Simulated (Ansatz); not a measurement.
# WC+ (quartet): the correlation ladder, def2-QZVPP

One table from this session's results is given with a row withheld; the runs are named, their logs left out.

The runs use Ansatz 0.2.0, Gaussian basis; def2-QZVPP, core rule «outside noble gas», up to 5 orbitals frozen.

To be run: UHF; ROHF; CCSD(T) on UHF.

## What is computed

The geometry is a PBE0/def2-TZVP stationary point (not a proven minimum) of the parent state, kept for this charge and spin. No spin-orbit coupling is included. Elements past krypton take def2 core potentials.

2 atoms, charge 1, spin multiplicity 4.

Atoms are counted from 1 here; the program's logs count them from 0.

Bond lengths: W1–C2 1.838 Å.

Set-up of the first run:

File in.yaml:

```yaml
crystal:
  periodic: [false, false, false]
  atoms:
    - {symbol: W, position_ang: [0.000000, 0.000000, 0.000000]}
    - {symbol: C, position_ang: [0.000000, 0.000000, 1.837600]}
basis:
  gaussian: {orbitals: "def2-QZVPP.json"}
total_charge: 1
magnetization: {spin_polarized: true, initial_magnetization: 3}
hamiltonian: {xc: hf}
output: {orbitals: {seedname: orbitals}}
```

Started as:

```console
$ ansatz run in.yaml --threads 1 --pin off --events-out ev --progress --plain --max-ram 2816MiB --backend cpu
```

Among the steps run: UHF; ROHF; CCSD(T) on UHF.

One of the session's tables, all rows but one given; the rest of the session is left out.

```
  method  from UCCSD(T) (kcal/mol)
    ROHF                   +204.05
    UMP2                         ?
   UCCSD                    +15.42
UCCSD(T)                         0
```

**Question.** Estimate the row for UMP2.

**Answer.** from UCCSD(T) (kcal/mol): +6.74. In the column «from UCCSD(T) (kcal/mol)» it lies between UCCSD(T) (0) and UCCSD (+15.42).

Left out of the table: UHF (another determinant or state than the rows shown).

The program flags UCCSD(T) as in doubt (see the logs), so the zero of the table is itself unsure.

To keep in mind: The determinant of HF (⟨S²⟩ 5.26) is far from a pure spin state, so its energy mixes those of several spin states; that is harmless only where they are near-degenerate. The program flags UCCSD(T) as in doubt, so the zero of the table is itself unsure. Warnings: spin contamination; coupled cluster took another determinant than the lowest.
